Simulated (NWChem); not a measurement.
# AlHSF2 (SMILES [F][Al]([F])[SH]) at PBE0/6-31G(d) (spherical functions)

Aim: the electronic atomisation energy of AlHSF2 at PBE0/6-31G* (spherical functions), from 5 runs. 

The calculation is run with NWChem 7.3.0.

### 1 The system as given

AlHSF2: 5 atoms, total charge 0, spin state singlet. SMILES: `[F][Al]([F])[SH]`. The shape is that of a PBE0-D4/def2-TZVP optimisation.

Bond lengths: F1–Al2 1.638 Å, Al2–F3 1.635 Å, Al2–S4 2.153 Å, S4–H5 1.346 Å. Angles: F1–Al2–F3 119.3°, F1–Al2–S4 121.0°, F3–Al2–S4 119.7°, Al2–S4–H5 91.6°.

### 2 A single-point energy at PBE0/6-31G(d) (spherical functions) (run 1)

run.nw

```
start run
memory total 2200 mb
charge 0

geometry units angstrom noautosym nocenter noautoz
  F      0.892200     0.387900     1.495500
  Al     0.340300    -0.464700     0.211000
  F      0.820600    -2.015600     0.014600
  S     -1.003400     0.425700    -1.216000
  H     -0.999700     1.593000    -0.546400
end

basis spherical bse
  * library 6-31G*
end

dft
  xc pbe0
  grid xfine
  convergence energy 1e-08
  iterations 100
  mulliken
  noprint "final vectors analysis"
end

task dft energy
```

Launch:

```sh
nwchem run.nw > run.out
```

What it wrote:

```text
[...]
          Wavefunction type:  closed shell.
          No. of atoms     :     5
          No. of electrons :    48
[...]
          Charge           :     0
          Spin multiplicity:     1
[...]
          AO basis - number of functions:    66
[...]
              XC Information
              --------------
                         PBE0 Method XC Functional
                     Hartree-Fock (Exact) Exchange  0.250
          PerdewBurkeErnzerhof Exchange Functional  0.750
            Perdew 1991 LDA Correlation Functional  1.000 local
           PerdewBurkeErnz. Correlation Functional  1.000 non-local
[...]
 d= 0,ls=0.0,diis     1   -840.5067690289 -1.04D+03  2.07D-02  9.20D-01     1.9
[...]
 d= 0,ls=0.0,diis    10   -840.6109248500 -1.69D-10  2.16D-07  1.02D-10    15.9
         Total DFT energy =     -840.610924849968
      One electron energy =    -1565.727305588412
           Coulomb energy =      590.628260136439
    Exchange-Corr. energy =      -65.408752293093
 Nuclear repulsion energy =      199.896872895097
[...]
      Total Density - Mulliken Population Analysis
     ---------------------------------------------
    Atom       Charge   Shell Charges
 -----------   ------   -------------------------------------------------------
    1 F    9     9.46   2.00  0.92  3.30  1.05  2.18  0.01
    2 Al  13    11.92   2.00  2.00  5.97  0.60  0.90 -0.00  0.14  0.32
    3 F    9     9.46   2.00  0.92  3.30  1.05  2.18  0.01
    4 S   16    16.30   2.00  2.00  5.97  1.34  3.09  0.53  1.33  0.04
    5 H    1     0.86   0.49  0.37
[...]
```

Run time: 17 s. Hardware: 1 thread of Intel Xeon Platinum 8488C (Sapphire Rapids), shared host; peak memory 0.13 GiB.

### 3 The Al atom at the same level (run 2)

al.nw

```
start al
title "Al"
memory stack 880 mb heap 220 mb global 1100 mb
geometry units bohr noautosym nocenter noautoz
 Al     0.00000000     0.00000000     0.00000000
end
basis spherical bse
 * library 6-31G*
end
dft
 xc pbe0
 mult 2
 grid xfine
 convergence energy 1e-08
 iterations 100
 mulliken
 print low
end
task dft energy
```

Run the same way, it converges to -242.22978 Eh (log not shown).

Run 3 isn't shown in full; the table further down has it.

### 4 The H atom, same level (run 4)

calc.nw

```
start calc
title "H"
memory 2200 mb
geometry units angstroms noautosym nocenter noautoz
 H        0.000000       0.000000       0.000000
end
basis spherical bse
 * library 6-31G*
end
dft
 xc pbe0
 mult 2
 grid xfine
 convergence energy 1e-08
 maxiter 100
 mulliken
 print low
end
task dft energy
```

Run the same way, it converges to -0.49911 Eh (log not shown).

### 5 The S atom, same level (run 5)

input.nw

```
start input
memory 2200 mb

geometry units au noautosym nocenter noautoz
  S    0.00000000   0.00000000   0.00000000
end

basis spherical bse
  * library 6-31G*
end

dft
  xc pbe0
  mult 3
  grid xfine
  convergence energy 1e-08
  iterations 100
  mulliken
  noprint "final vectors analysis"
end

task dft energy
```

Run the same way, it converges to -397.94477 Eh (log not shown).

### 6 All runs side by side

```tsv
run	level	partner	energy (Eh)	wall time
1	PBE0/6-31G* (spherical functions)	base	-840.610925	17 s
2	UPBE0/6-31G* (spherical functions)	atoms	-242.229781	1.5 s
3	UPBE0/6-31G* (spherical functions)	atoms	-99.623540	1.1 s
4	UPBE0/6-31G* (spherical functions)	atoms	-0.499109	0.71 s
5	UPBE0/6-31G* (spherical functions)	atoms	-397.944773	1.4 s
```

### 7 What came out

At PBE0/6-31G* (spherical functions):

```
                     quantity          value
         S atom: total energy  -397.94477 Eh
                 S atom: ⟨S²⟩          2.002
electronic atomisation energy      18.781 eV
```

What this shows: Taking the molecule apart into free atoms costs 18.78 eV (1812 kJ/mol), before zero-point energy and without spin-orbit coupling. All runs together took 21 s, the longest 17 s.
